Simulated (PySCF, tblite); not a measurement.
# C₄H₁₁O₂Si radical: geometry, infrared bands and EPR parameters

Wanted: the infrared bands and EPR parameters of C₄H₁₁O₂Si radical (`CCC[C](O)O[SiH3]`), by calculation.

Programs: tblite 0.8.0 and PySCF 2.14.0, with density-fitted response routines of our own. Each step states its level of theory. These are calculated values for one molecule in the gas phase, unless marked as measured. Atoms are numbered from 0 throughout.

## (1) The starting structure

18 atoms, charge 0, multiplicity 2; geometry from: force field or distance geometry start.

Bonds of the start (Å): C0–C1 1.51, C1–C2 1.55, C2–C3 1.49, C3–O4 1.38, C3–O5 1.37, O5–Si6 1.67, C0–H7 1.09, C0–H8 1.10, C0–H9 1.10, C1–H10 1.09, C1–H11 1.09, C2–H12 1.11, C2–H13 1.09, O4–H14 0.97, Si6–H15 1.49, Si6–H16 1.48, Si6–H17 1.48.

## (2) Relaxing the molecule with GFN2-xTB

The job: settings as JSON, then the geometry in Å.

```
{"job": {"kind": "relax", "xc": "GFN2-xTB", "basis": "xTB"}, "charge": 0, "multiplicity": 2}
C     -2.912700    -0.239400     0.146900
C     -1.471800    -0.152400    -0.299000
C     -0.508800    -0.323000     0.900700
C      0.911100    -0.230200     0.457400
O      1.533800    -1.375500     0.013900
O      1.514500     0.993100     0.533600
Si     3.098300     1.227900     0.071800
H     -3.577300    -0.113300    -0.711300
H     -3.133900    -1.206700     0.613700
H     -3.162400     0.551600     0.872800
H     -1.296000     0.806200    -0.782600
H     -1.278200    -0.940300    -1.033900
H     -0.723900     0.459700     1.654100
H     -0.692000    -1.282600     1.389000
H      0.939700    -2.136900     0.015200
H      4.015700     0.410100     0.922700
H      3.281900     0.909300    -1.361900
H      3.453200     2.648400     0.271800
```

Launch:

```bash
$ OMP_NUM_THREADS=1 python probes_run.py task.json out
```

One launch serves the whole session: the jobs run in the order shown.

Output:

```text
step      E/eV     max force
  0    -653.70353    1.636
  1    -653.78308    1.053
  2    -653.83758    0.548
  3    -653.86732    0.469
  4    -653.88140    0.389
  5    -653.89709    0.334
  6    -653.91750    0.478
  7    -653.93545    0.413
  8    -653.94632    0.217
  9    -653.95369    0.212
 10    -653.95865    0.183
 11    -653.96372    0.206
 12    -653.96739    0.154
 13    -653.96999    0.129
 14    -653.97216    0.133
 15    -653.97395    0.098
 16    -653.97513    0.094
 17    -653.97610    0.081
 18    -653.97720    0.103
 19    -653.97848    0.098
 20    -653.97971    0.095
 21    -653.98075    0.072
 22    -653.98176    0.072
 23    -653.98301    0.090
 24    -653.98443    0.085
 25    -653.98571    0.094
 26    -653.98675    0.095
 27    -653.98758    0.063
 28    -653.98822    0.067
 29    -653.98869    0.045
 30    -653.98904    0.050
 31    -653.98937    0.044
 32    -653.98978    0.054
 33    -653.99028    0.055
 34    -653.99082    0.067
 35    -653.99137    0.073
 36    -653.99192    0.063
 37    -653.99253    0.075
 38    -653.99323    0.064
 39    -653.99400    0.078
 40    -653.99478    0.075
 41    -653.99544    0.078
 42    -653.99598    0.069
 43    -653.99642    0.042
 44    -653.99678    0.041
 45    -653.99709    0.050
 46    -653.99740    0.041
 47    -653.99780    0.051
 48    -653.99831    0.063
 49    -653.99897    0.073
 50    -653.99966    0.086
 51    -654.00024    0.063
 52    -654.00074    0.056
 53    -654.00130    0.067
 54    -654.00191    0.069
 55    -654.00256    0.060
 56    -654.00300    0.046
 57    -654.00339    0.047
 58    -654.00383    0.073
 59    -654.00434    0.074
 60    -654.00475    0.045
 61    -654.00510    0.054
 62    -654.00544    0.049
 63    -654.00579    0.096
 64    -654.00605    0.056
 65    -654.00625    0.050
 66    -654.00644    0.042
 67    -654.00666    0.044
 68    -654.00699    0.055
 69    -654.00741    0.050
 70    -654.00788    0.052
 71    -654.00836    0.049
 72    -654.00889    0.060
 73    -654.00951    0.057
 74    -654.01019    0.057
 75    -654.01083    0.043
 76    -654.01138    0.042
 77    -654.01184    0.046
 78    -654.01230    0.103
 79    -654.01283    0.068
 80    -654.01353    0.043
 81    -654.01381    0.043
 82    -654.01424    0.041
 83    -654.01463    0.039
 84    -654.01497    0.044
 85    -654.01517    0.046
 86    -654.01534    0.041
 87    -654.01551    0.035
 88    -654.01569    0.035
 89    -654.01585    0.037
 90    -654.01602    0.045
 91    -654.01618    0.035
 92    -654.01632    0.029
 93    -654.01642    0.029
 94    -654.01651    0.022
 95    -654.01659    0.025
 96    -654.01668    0.022
 97    -654.01678    0.032
 98    -654.01690    0.034
 99    -654.01704    0.028
100    -654.01717    0.028
101    -654.01730    0.025
102    -654.01738    0.021
103    -654.01747    0.021
104    -654.01754    0.018
105    -654.01759    0.016
106    -654.01763    0.015
107    -654.01768    0.013
108    -654.01774    0.014
109    -654.01779    0.011
110    -654.01782    0.012
111    -654.01783    0.009
```

It took 0.54 s on 1 thread of Arm Neoverse V2, shared host.

Relaxation path: (not every step is listed)

| step | energy from step 0 (eV) | largest force (eV/Å) |
| --- | --- | --- |
| 0 | 0.0000 | 1.6359 |
| 1 | -0.0796 | 1.0528 |
| 2 | -0.1341 | 0.5478 |
| 3 | -0.1638 | 0.4687 |
| 4 | -0.1779 | 0.3885 |
| 5 | -0.1936 | 0.3345 |
| 6 | -0.2140 | 0.4777 |
| 7 | -0.2319 | 0.4129 |
| 8 | -0.2428 | 0.2175 |
| 17 | -0.2726 | 0.0813 |
| 26 | -0.2832 | 0.0949 |
| 35 | -0.2878 | 0.0732 |
| 44 | -0.2932 | 0.0411 |
| 53 | -0.2978 | 0.0669 |
| 62 | -0.3019 | 0.0488 |
| 71 | -0.3048 | 0.0485 |
| 80 | -0.3100 | 0.0433 |
| 89 | -0.3123 | 0.0373 |
| 98 | -0.3134 | 0.0336 |
| 106 | -0.3141 | 0.0149 |
| 107 | -0.3142 | 0.0130 |
| 108 | -0.3142 | 0.0141 |
| 109 | -0.3143 | 0.0114 |
| 110 | -0.3143 | 0.0118 |
| 111 | -0.3143 | 0.0091 |

Distances of close pairs at the start and the end, largest changes first:

| bond | before (Å) | after (Å) | change (Å) |
| --- | --- | --- | --- |
| Si6–H15 | 1.495 | 1.463 | -0.032 |
| O5–Si6 | 1.666 | 1.636 | -0.031 |
| C3–O5 | 1.366 | 1.336 | -0.030 |
| Si6–H17 | 1.478 | 1.456 | -0.022 |
| C2–H12 | 1.107 | 1.091 | -0.017 |
| Si6–H16 | 1.480 | 1.465 | -0.015 |
| C0–H9 | 1.102 | 1.088 | -0.015 |
| C0–C1 | 1.511 | 1.522 | +0.012 |

The next job starts from the end point, and lists it.

## (3) Infrared spectrum with GFN2-xTB

The job: settings as JSON, then the geometry in Å.

```
{"job": {"kind": "ir", "xc": "GFN2-xTB", "basis": "xTB"}, "charge": 0, "multiplicity": 2}
C     -2.771177    -0.101456    -0.031278
C     -1.261451    -0.112052    -0.226467
C     -0.520605    -0.423144     1.090834
C      0.964805    -0.404524     0.924610
O      1.570159    -1.407269     0.179313
O      1.554661     0.786900     0.792725
Si     2.854943     1.203659    -0.108185
H     -3.273797     0.117309    -0.970722
H     -3.119656    -1.067541     0.328645
H     -3.055126     0.656866     0.694681
H     -0.927303     0.861706    -0.588168
H     -0.990221    -0.859079    -0.976318
H     -0.785356     0.330044     1.834021
H     -0.839173    -1.401096     1.463345
H      1.047942    -2.212926     0.244571
H      4.038622     0.442437     0.289826
H      2.600543     0.987230    -1.534693
H      2.903432     2.609251     0.268304
```

Output:

```text
mode    cm-1     km/mol
  1      41.3      0.72
  2      70.5      1.45
  3      74.5      0.84
  4     125.1      4.88
  5     136.3      0.76
  6     191.5     17.53
  7     228.9      5.74
  8     235.0    106.77
  9     301.2      0.71
 10     345.7      2.63
 11     475.7      8.32
 12     558.7     18.63
 13     585.8     60.20
 14     635.8     45.84
 15     736.5    229.60
 16     741.0     60.28
 17     783.0     24.66
 18     797.1    217.45
 19     825.0    305.61
 20     886.2      9.45
 21     910.5     21.11
 22     949.3     67.47
 23    1069.2     14.46
 24    1078.2      6.05
 25    1094.7     11.07
 26    1116.0     91.05
 27    1214.4     66.94
 28    1253.1    106.40
 29    1268.5     16.71
 30    1284.5     65.99
 31    1334.6     16.65
 32    1342.4    153.90
 33    1413.1      0.57
 34    1464.5      2.54
 35    1491.3      0.16
 36    1501.0      3.46
 37    1503.9      2.16
 38    2221.3    363.92
 39    2262.2    234.29
 40    2325.0    252.49
 41    2948.1     35.69
 42    2969.6     28.58
 43    2994.3     24.12
 44    2996.2     28.25
 45    3028.7     56.31
 46    3033.1     44.51
 47    3039.5     32.97
 48    3561.7     19.74
```

Run time: 0.47 s. Hardware: 1 thread of Arm Neoverse V2, shared host.

Which atoms move in the most intense modes:

| cm⁻¹ | km/mol | atoms |
| --- | --- | --- |
| 235 | 106.8 | H14 82 % |
| 736 | 229.6 | H17 61 %, H15 18 %, H16 16 % |
| 797 | 217.4 | H16 33 %, H15 30 %, H17 26 % |
| 825 | 305.6 | H15 39 %, H16 38 %, H17 15 % |
| 1342 | 153.9 | C3 52 %, O5 17 %, H14 11 % |
| 2221 | 363.9 | H16 79 %, H15 17 % |
| 2262 | 234.3 | H15 79 %, H16 18 % |
| 2325 | 252.5 | H17 96 % |

## (4) EPR parameters: B3LYP/pcH-1

Same as in step 3 but for these lines:

```diff
@@ -1,2 +1,2 @@
-{"job": {"kind": "ir", "xc": "GFN2-xTB", "basis": "xTB"}, "charge": 0, "multiplicity": 2}
+{"job": {"kind": "epr", "basis": "pcH-1"}, "charge": 0, "multiplicity": 2}
 C     -2.771177    -0.101456    -0.031278
```

Method: UKS B3LYP, pcH-1 on C H O Si, non-relativistic, mean-field spin-orbit, GIAO.

Output:

```text
UKS, coarse grid
  cycle   1  E = -598.83848326  |g| = 6.72e-01
  cycle   2  E = -598.62980210  |g| = 1.02e+00
  cycle   3  E = -598.99529407  |g| = 9.41e-02
  cycle   4  E = -598.99785337  |g| = 4.65e-02
  cycle   5  E = -598.99872427  |g| = 1.20e-02
  cycle   6  E = -598.99876690  |g| = 5.75e-03
  cycle   7  E = -598.99878061  |g| = 1.11e-03
  cycle   8  E = -598.99878138  |g| = 5.40e-04
UKS, final grid
  cycle   1  E = -598.99885228  |g| = 6.28e-04
  cycle   2  E = -598.99885215  |g| = 8.34e-04
  cycle   3  E = -598.99885245  |g| = 5.89e-05
  cycle   4  E = -598.99885246  |g| = 2.80e-05
E = -598.99885246 Eh   <S^2> = 0.7528 (exact 0.7500)
g shifts (ppm)      1          2          3
  rmc          -221       -221       -221
  gc              4         11          5
  oz_so         -67       1251       1884
  total        -283       1041       1668
hyperfine (MHz)  atom isotope    a_iso     a_fc   dipolar eigenvalues
    0   13C       3.11       3.11     -0.96     -0.92      1.88
    1   13C      44.89      44.89     -5.72     -5.46     11.17
    2   13C      13.75      13.75     -3.51     -3.24      6.75
    3   13C     245.26     245.28    -76.60    -76.07    152.67
    4   17O     -26.37     -26.41    -47.97     22.94     25.03
    5   17O     -32.91     -32.93    -35.02     16.59     18.43
    6  29Si      -1.86      -1.89     -3.69      1.44      2.25
    7    1H       6.33       6.33     -1.21     -0.55      1.76
    8    1H       0.16       0.16     -1.38     -0.81      2.19
    9    1H       0.29       0.29     -1.38     -0.82      2.21
   10    1H      -3.84      -3.84     -4.38     -1.03      5.41
   11    1H      -4.02      -4.02     -4.29     -0.99      5.27
   12    1H      14.15      14.15     -6.35     -4.66     11.01
   13    1H      18.78      18.78     -6.27     -4.66     10.92
   14    1H      -9.30      -9.33    -11.14     -7.50     18.64
   15    1H       6.74       6.74     -2.05     -1.91      3.96
   16    1H      16.64      16.64     -2.05     -1.50      3.54
   17    1H      -3.12      -3.12     -2.14     -1.63      3.77
```

Wall time 87 s (1 thread of Arm Neoverse V2, shared host); peak memory 0.97 GiB.

Principal g values 2.00204, 2.00336, 2.00399; g(iso) = 2.00313, against 2.00232 for a free electron.

Mean a(iso) over the nuclei that a row names, and the largest dipolar term of the row (other rows stand at the frozen geometry):

| nuclei | isotope | a(iso) (MHz) | a(iso) (G, at g = 2.0023) | largest dipolar term (MHz) |
| --- | --- | --- | --- | --- |
| C3 | 13C | 245.3 | 87.5 | 152.7 |
| C1 | 13C | 44.9 | 16.0 | 11.2 |
| O5 | 17O | -32.9 | -11.7 | -35.0 |
| O4 | 17O | -26.4 | -9.4 | -48.0 |
| H12, H13 | 1H | 16.5 | 5.9 | 11.0 |
| C2 | 13C | 13.8 | 4.9 | 6.8 |
| H14 | 1H | -9.3 | -3.3 | 18.6 |
| H15, H16, H17 | 1H | 6.8 | 2.4 | 4.0 |
| H10, H11 | 1H | -3.9 | -1.4 | 5.4 |
| C0 | 13C | 3.1 | 1.1 | 1.9 |
| H7, H8, H9 | 1H | 2.3 | 0.8 | 2.2 |
| Si6 | 29Si | -1.9 | -0.7 | -3.7 |

Mulliken spin populations:

C0 0.00; C1 0.05; C2 -0.05; C3 0.81; O4 0.08; O5 0.05; Si6 0.02; H7 0.00; H8 0.00; H9 0.00; H10 0.00; H11 0.00; H12 0.00; H13 0.00; H14 0.00; H15 0.01; H16 0.01; H17 0.00

In first order the couplings over 0.8 MHz of 1H give 224 distinct lines over 27.5 G, if the averaged nuclei exchange fast.

The fields below are evaluated on a grid from the run's orbitals.

ELF in a plane through or near 6 of the atoms.

Ten even steps from '0' (0.00) to '9' (1.00):
```
0000000000000000000000000000
0000000000000000000000000000
0000000000000000000000000000
0000024310000000000000000000
0000268850000000000000000000
0000489971000088100100000000
0000389971000099501331000000
0000134212440089634662000000
0000340775771047577242000000
0027998117762148577387300000
0049999625455658743999820000
0049999600143655410899930000
0018999101476236620399710000
0001574006774106960001000000
0000000005664202860000000000
0000000001212100100000000000
0000000000000000000000000000
0000000000000000000000000000
0000000000000000000000000000
0000000000000000000000000000
```
The map spans 13.3 Å across and 9.7 Å up, centred on the molecule. Atoms in the plane (x, y in Å): C0 (2.7, 0.5), C1 (1.2, 0.3), Si6 (-3.0, 0.7), H8 (3.3, -0.4), H10 (0.7, 1.2), H15 (-4.0, -0.4).

log10 of the density (e/Å³) in the same plane.

Values, 10 rows by 14 columns:
```
-4.0 -4.0 -4.0 -4.0 -4.0 -4.0 -4.0 -4.0 -4.0 -4.0 -4.0 -4.0 -4.0 -4.0
-4.0 -4.0 -3.5 -3.0 -3.1 -3.7 -4.0 -4.0 -4.0 -4.0 -4.0 -4.0 -4.0 -4.0
-4.0 -3.6 -2.4 -1.6 -1.7 -2.6 -3.3 -2.6 -2.6 -2.7 -2.5 -3.1 -4.0 -4.0
-4.0 -3.1 -1.7 -0.5 -0.6 -1.5 -2.1 -1.1 -1.1 -1.2 -0.9 -2.0 -3.4 -4.0
-4.0 -2.7 -1.2 -0.3  1.1 -0.1 -1.0 -0.6  0.0  0.1  0.1 -1.5 -3.0 -4.0
-3.8 -2.3 -0.6  0.1 -0.6 -0.1 -0.1 -0.1  0.0 -0.4  0.2 -1.2 -3.0 -4.0
-4.0 -2.7 -1.4 -1.2 -1.6 -0.2  0.1 -0.5 -0.6 -1.5 -1.2 -2.0 -3.5 -4.0
-4.0 -3.7 -2.9 -2.7 -2.0 -0.7 -0.7 -1.5 -1.5 -2.2 -3.0 -3.5 -4.0 -4.0
-4.0 -4.0 -4.0 -4.0 -3.6 -2.3 -2.2 -2.8 -3.1 -3.5 -4.0 -4.0 -4.0 -4.0
-4.0 -4.0 -4.0 -4.0 -4.0 -4.0 -4.0 -4.0 -4.0 -4.0 -4.0 -4.0 -4.0 -4.0
```
The map spans 13.3 Å across and 9.7 Å up, centred on the molecule. Atoms in the plane (x, y in Å): C0 (2.7, 0.5), C1 (1.2, 0.3), Si6 (-3.0, 0.7), H8 (3.3, -0.4), H10 (0.7, 1.2), H15 (-4.0, -0.4).

On the surface of density 0.002 e/bohr³ the electrostatic potential runs, from the 1st to the 99th percentile, from -1.12 V near O4 to 2.44 V near H14.

The spin density lies nearest to C3 63 %; O4, O5 about 11 % each.

## (5) What came out

| quantity | value |
| --- | --- |
| strongest single infrared mode (GFN2-xTB) | 2221 cm⁻¹, 364 km/mol |
| zero-point energy (GFN2-xTB) | 87.8 kcal/mol |
| g(iso) (B3LYP) | 2.00313 |
| ⟨S²⟩ | 0.753 (exact 0.75) |
| largest a(iso) (averaged by class) | 13C on C3, 245.3 MHz |
| surface potential, 1st and 99th percentile | -1.12 V and 2.44 V |

**Reading.** Over 111 steps the energy fell by 0.314 eV; of the close pairs, Si6–H15 changed most, 1.495 to 1.463 Å. All 48 modes are real, so the xTB geometry is a minimum. The strongest single mode, at 2221 cm⁻¹, moves mainly H16. Unscaled tight-binding wavenumbers are off by several per cent, some by more. Its intensities can rank the bands wrongly. Most of the unpaired spin sits on C3 (0.81 e). The isotropic g lies 0.8 ppt above the free-electron value.
